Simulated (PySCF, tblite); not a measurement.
# C3H8ClNSi2: geometry, infrared bands and NMR shifts

Wanted: the infrared bands and NMR shifts of C3H8ClNSi2 (`N#CC[C@@H]([SiH3])[SiH2]Cl`), by calculation.

Computed with tblite 0.8.0 and PySCF 2.14.0, with density-fitted response routines of our own, on a single molecule in the gas phase. Atoms are numbered from 0 throughout.

## (1) The starting structure

15 atoms, charge 0, multiplicity 1; geometry from: force field or distance geometry start.

Bonds of the start (Å): N0–C1 1.17, C1–C2 1.46, C2–C3 1.54, C3–Si4 1.89, C3–Si5 1.87, Si5–Cl6 2.05, C2–H7 1.09, C2–H8 1.10, C3–H9 1.10, Si4–H10 1.47, Si4–H11 1.49, Si4–H12 1.49, Si5–H13 1.49, Si5–H14 1.49.

## (2) Geometry optimisation with GFN2-xTB

Job settings and geometry (Å):

```
{"job": {"kind": "relax", "xc": "GFN2-xTB", "basis": "xTB"}, "charge": 0, "multiplicity": 1}
N      2.940000     0.339200    -0.861000
C      1.814200     0.186000    -1.154300
C      0.407200    -0.031000    -1.473600
C     -0.543000    -0.101900    -0.268800
Si    -0.235000    -1.523900     0.938200
Si    -0.621500     1.384000     0.857300
Cl    -1.152200     3.007100    -0.283000
H      0.318400    -0.945400    -2.062000
H      0.078300     0.781400    -2.139100
H     -1.557600    -0.260400    -0.656000
H      1.041400    -1.350200     1.656500
H     -0.167200    -2.780900     0.147100
H     -1.357600    -1.646800     1.906800
H      0.699800     1.697100     1.468700
H     -1.669800     1.253600     1.901500
```

Started as:

```bash
> OMP_NUM_THREADS=1 python probes_run.py task.json out
```

The driver reads the jobs from task.json and runs them one after another.

**Question.** This job is followed by: GFN2-xTB harmonic vibrations, gas phase; GIAO PBE0/pcSseg-1 NMR shielding, non-relativistic, gas phase. Predict these results of the whole session: strongest single infrared mode (GFN2-xTB); zero-point energy (GFN2-xTB); ¹³C shifts against TMS (PBE0/pcSseg-1); ¹H shifts against TMS (PBE0/pcSseg-1, means over atoms taken as alike); ¹⁵N shifts against NH3 (PBE0/pcSseg-1); ²⁹Si shifts against TMS (PBE0/pcSseg-1); ³⁵Cl shifts against HCl (PBE0/pcSseg-1); surface potential, 1st and 99th percentile.

**Answer**, as computed:

```
                                                              quantity                                   value
                             strongest single infrared mode (GFN2-xTB)                   2292 cm⁻¹, 510 km/mol
                                          zero-point energy (GFN2-xTB)                           59.8 kcal/mol
                                ¹³C shifts against TMS (PBE0/pcSseg-1)                    122.5, 15.6, 9.1 ppm
¹H shifts against TMS (PBE0/pcSseg-1, means over atoms taken as alike)  5.42, 5.09, 4.01, 3.10, 2.52, 0.59 ppm
                                ¹⁵N shifts against NH3 (PBE0/pcSseg-1)                               306.8 ppm
                               ²⁹Si shifts against TMS (PBE0/pcSseg-1)                        -13.8, -71.6 ppm
                               ³⁵Cl shifts against HCl (PBE0/pcSseg-1)                                 -64 ppm
                                 surface potential, 1st and 99th percentile                      -1.71 V and 1.46 V
```

What this shows: Over 42 steps the energy fell by 0.249 eV; of the close pairs, C3–Si5 changed most, 1.866 to 1.908 Å. All 39 modes are real, so the xTB geometry is a minimum. The strongest single mode, at 2292 cm⁻¹, moves mainly H14 and H12. Unscaled tight-binding wavenumbers are off by several per cent, some by more. Its intensities can rank the bands wrongly. C1 (nitrile carbon) lies farthest downfield among carbon, at 122.5 ppm; this is the usual window of a C≡N carbon, which has no attached hydrogen. At PBE0/pcSseg-1: The widest tensor belongs to N0: span 503 ppm, with a paramagnetic part of -379 ppm.
